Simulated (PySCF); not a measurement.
# RuFCl: triplet, from a bent start

The task is one start of a wider search on RuFCl: the triplet, from a bent start. It is relaxed, tested by its Hessian and followed downhill if it is a saddle.

Program: PySCF 2.14.0. Level of theory: PBE0, basis Ru def2-TZVP with ECP28, F def2-TZVP, Cl def2-TZVP, scalar-relativistic core potentials, no spin–orbit coupling, density fitting. These are calculated values, not measurements.

## 1. Starting geometry

3 atoms, charge 0, spin multiplicity 3.

Bond lengths: Ru1–F2 1.890 Å, Ru1–Cl3 2.240 Å. Angles: F2–Ru1–Cl3 110.0°.

Z-matrix (Å, degrees; charge 0 multiplicity 3):
```
Ru
F  1 1.8900
Cl 1 2.2400 2 110.00
```

## 2. First SCF at the start

The steps below are one call of a driver around PySCF. For each, scf.py gives the equivalent set-up of the SCF; relaxations use the driver's own optimiser. After this first run the driver tries any further starts and a stability analysis.

scf.py reads:

```python
from pyscf import gto, scf, dft
mol = gto.M(atom='''
Ru     0.000000     0.000000     0.000000
F     -1.548200     0.000000     1.084100
Cl     1.834900     0.000000     1.284800''',
    basis={'Ru': 'def2-TZVP', 'F': 'def2-TZVP', 'Cl': 'def2-TZVP'},
    ecp={'Ru': 'def2-TZVP'},
    charge=0, spin=2)
mf = dft.UKS(mol, xc='PBE0')
mf.grids.atom_grid = (50, 194)
aux = {'Ru': 'def2-universal-JKFIT', 'F': 'def2-universal-JKFIT', 'Cl': 'def2-universal-JKFIT'}
mf = mf.density_fit(auxbasis=aux)
mf.conv_tol = 1e-08
mf.diis_space = 10
mf.max_cycle = 60
mf.init_guess = 'minao'
mf.verbose = 4
mf.kernel()
```

Command:

```bash
OMP_NUM_THREADS=4 python axn.py task.json out
```

Further steps of the session: Bent start, triplet: relaxation; Hessian and properties.

**Question.** What will these runs give? Wanted: minimum; geometry; wavenumbers; dipole moment; highest occupied, lowest empty level; polar-tensor charge of Ru1; zero-point energy; atomisation energy; ⟨S²⟩.

The runs gave:

```
                                          quantity                                        value
                                           minimum                broken-symmetry (Ms = 1), C∞v
                                          geometry  Ru–Cl 2.215 Å, Ru–F 1.859 Å; Cl–Ru–F 180.0°
                                wavenumbers (cm⁻¹)                           100, 106, 404, 646
                                     dipole moment                                       0.12 D
highest occupied, lowest empty level (either spin)                              -7.88, -4.47 eV
                        polar-tensor charge of Ru1                                      +1.35 e
                                 zero-point energy                                   7.5 kJ/mol
                               entropy at 298.15 K                              289.1 J/(mol K)
         atomisation energy (no zero-point energy)                                   743 kJ/mol
                                              ⟨S²⟩                                        2.893
```

What this shows: The bent start (Cs) ends in a minimum of C∞v symmetry. The determinant is spin-contaminated (⟨S²⟩ = 2.89 against 2.00), so it is no pure spin state. In the infrared the band at 646 cm⁻¹ (stretch) leads. The first SCF alone would have been 38 kJ/mol too high. Other starts or spin states, not run here, may lie lower. The SCF density has lower symmetry than the nuclear frame. One determinant may miss the lowest occupation of an open d or f shell.
